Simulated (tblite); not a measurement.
# C3H8F2N2Si2: the cost of one run

Programs: tblite 0.8.0 and PySCF 2.14.0, with density-fitted response routines of our own. Each step states its level of theory. These are calculated values for one molecule in the gas phase, unless marked as measured. Atoms are numbered from 0 throughout.

### 1 Starting geometry

17 atoms, charge 0, multiplicity 1; geometry from: force field or distance geometry start.

Bonds of the start (Å): N0–C1 1.15, C1–C2 1.47, C2–C3 1.52, C3–F4 1.39, C3–F5 1.37, C3–Si6 1.85, Si6–Si7 2.30, Si7–N8 1.70, C2–H9 1.11, C2–H10 1.08, Si6–H11 1.50, Si6–H12 1.48, Si7–H13 1.47, Si7–H14 1.49, N8–H15 1.01, N8–H16 1.03.

### 2 Relaxing the molecule with GFN2-xTB

Job settings and geometry (Å):

```
{"job": {"kind": "relax", "xc": "GFN2-xTB", "basis": "xTB"}, "charge": 0, "multiplicity": 1}
N      2.628800     1.806400    -1.018700
C      2.158300     1.153500    -0.190300
C      1.567700     0.319800     0.870300
C      1.142500    -1.040500     0.348400
F      0.628400    -1.733200     1.435900
F      2.273400    -1.737400     0.023700
Si    -0.059900    -1.212300    -1.040700
Si    -1.971300    -0.099200    -0.402100
N     -1.713600     1.554200    -0.121500
H      0.705200     0.845100     1.323700
H      2.285200     0.186500     1.673200
H     -0.388600    -2.644200    -1.341600
H      0.451000    -0.607000    -2.288100
H     -2.525600    -0.640800     0.852700
H     -3.022000    -0.145300    -1.453200
H     -1.601700     2.046000    -0.999100
H     -2.564800     1.960400     0.283800
```

The run is started by

```console
$ OMP_NUM_THREADS=1 python probes_run.py task.json out
```

One launch serves the whole session: the jobs run in the order shown.

**Question.** How long does this first job take on 1 thread of Arm Neoverse N1, shared host, and how much memory does it need?

About 1.7 s, with a peak of 0.18 GiB.
